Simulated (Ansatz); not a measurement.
**C₃H₉MoNOS₂: one species, many methods**

An exercise on one series of results from a longer session: the logs are not shown, and one member is left open.

Computed with Ansatz 0.2.0, Gaussian basis. Level: functionals in def2-TZVPP, the program's frozen cores in correlated methods.

The runs, in order: LDA (SPW92), PBE-D4, revPBE-D4, BLYP-D4, r2SCAN-D4, B97M-V, PBE0-D4, B3LYP-D4, r2SCANh-D4, r2SCAN0-D4, HSE06-D4, BHLYP-D4, CAM-B3LYP-D4, LC-ωPBE, ωB97X-V, ωB97M-V, B2PLYP, PBE-QIDH; CCSD(T)/def2-SVP; CCSD(T)/def2-TZVPP; MP2/def2-QZVPP; extrapolation to the limit; RPA on PBE.

### The geometry

All runs share one geometry, relaxed beforehand with PBE0-D4 in a triple-zeta def2 set. Mo takes the def2 core potential; no spin-orbit term is included.

SMILES `C[O][Mo](=[S])(=[S])[N](C)C`, 17 atoms, charge 0, spin multiplicity 1.

Atoms are counted from 1 here; the program's logs count them from 0.

Bond lengths: C1–O2 1.405 Å, C1–H9 1.095 Å, C1–H10 1.093 Å, C1–H11 1.095 Å, O2–Mo3 1.857 Å, Mo3–S4 2.112 Å, Mo3–S5 2.112 Å, Mo3–N6 1.913 Å, N6–C7 1.453 Å, N6–C8 1.453 Å, C7–H12 1.088 Å, C7–H13 1.096 Å, C7–H14 1.097 Å, C8–H15 1.088 Å, C8–H16 1.096 Å, C8–H17 1.097 Å. Angles: O2–C1–H9 110.5°, O2–C1–H10 108.4°, O2–C1–H11 110.4°, H9–C1–H10 109.3°, H9–C1–H11 109.0°, H10–C1–H11 109.3°, C1–O2–Mo3 134.2°, O2–Mo3–S4 109.1°, O2–Mo3–S5 108.9°, O2–Mo3–N6 107.4°, S4–Mo3–S5 110.1°, S4–Mo3–N6 110.7°, S5–Mo3–N6 110.7°, Mo3–N6–C7 124.2°, Mo3–N6–C8 123.9°, C7–N6–C8 111.8°, N6–C7–H12 111.0°, N6–C7–H13 109.8° and more.

The first run:

Input file in.yaml:

```yaml
crystal:
  periodic: [false, false, false]
  atoms:
    - {symbol: C, position_ang: [-0.860035, -1.884671, -2.498091]}
    - {symbol: O, position_ang: [-0.359733, -1.198129, -1.378671]}
    - {symbol: Mo, position_ang: [-0.828092, 0.374000, -0.508277]}
    - {symbol: S, position_ang: [-2.806578, 0.201140, 0.210260]}
    - {symbol: S, position_ang: [-0.688617, 1.979314, -1.873869]}
    - {symbol: N, position_ang: [0.398046, 0.611752, 0.940892]}
    - {symbol: C, position_ang: [0.167206, 0.133186, 2.293621]}
    - {symbol: C, position_ang: [1.646747, 1.347917, 0.834770]}
    - {symbol: H, position_ang: [-1.901612, -2.178747, -2.332461]}
    - {symbol: H, position_ang: [-0.253091, -2.779933, -2.653918]}
    - {symbol: H, position_ang: [-0.806660, -1.252005, -3.390161]}
    - {symbol: H, position_ang: [-0.770412, -0.414296, 2.357995]}
    - {symbol: H, position_ang: [0.984891, -0.530860, 2.598138]}
    - {symbol: H, position_ang: [0.131733, 0.977151, 2.993510]}
    - {symbol: H, position_ang: [1.805950, 1.700134, -0.181995]}
    - {symbol: H, position_ang: [2.485319, 0.701156, 1.118959]}
    - {symbol: H, position_ang: [1.635735, 2.212691, 1.509600]}
basis:
  gaussian: {orbitals: def2-TZVPP}
hamiltonian: {xc: lda}
output: {orbitals: {seedname: orbitals}}
```

Started as:

```bash
> ansatz run in.yaml --threads 4 --pin off --events-out ev --progress --plain --max-ram 41984MiB --backend cuda --devices 0, --max-vram 37GiB
```

Steps of the session up to this table: LDA; PBE-D4 (GGA); revPBE-D4 (GGA); BLYP-D4 (GGA); r2SCAN-D4 (meta-GGA); B97M-V (meta-GGA); PBE0-D4 (hybrid); B3LYP-D4 (hybrid); r2SCANh-D4 (hybrid); r2SCAN0-D4 (hybrid); HSE06-D4 (hybrid); BHLYP-D4 (hybrid); CAM-B3LYP-D4 (range-separated); LC-ωPBE (range-separated); ωB97X-V (range-separated); ωB97M-V (range-separated); B2PLYP (double hybrid); PBE-QIDH (double hybrid).

One of the session's tables, all rows but one given; the rest of the session is left out.

It belongs to the step «Frontier levels by functional». 

```
  functional  HOMO (eV)  LUMO (eV)  gap (eV)
 LDA (SPW92)          ?          ?         ?
      PBE-D4      -5.72      -3.24      2.48
   revPBE-D4      -5.66      -3.18      2.49
     BLYP-D4      -5.54      -3.09      2.45
   r2SCAN-D4      -5.97      -3.25      2.72
      B97M-V      -6.06      -3.24      2.82
     PBE0-D4      -6.82      -2.63      4.19
    B3LYP-D4      -6.58      -2.77      3.81
  r2SCANh-D4      -6.38      -3.01      3.37
  r2SCAN0-D4      -6.99      -2.64      4.35
    HSE06-D4      -6.43      -3.00      3.44
    BHLYP-D4      -7.77      -1.83      5.93
CAM-B3LYP-D4      -8.00      -1.62      6.37
     LC-ωPBE      -9.27      -0.69      8.58
     ωB97X-V      -8.96      -0.71      8.25
     ωB97M-V      -8.82      -0.71      8.11
```

**Question.** Estimate the row for LDA (SPW92).

As computed: HOMO (eV): -5.86; LUMO (eV): -3.40; gap (eV): 2.46. In the column «HOMO (eV)» it lies between r2SCAN-D4 (-5.97) and PBE-D4 (-5.72).
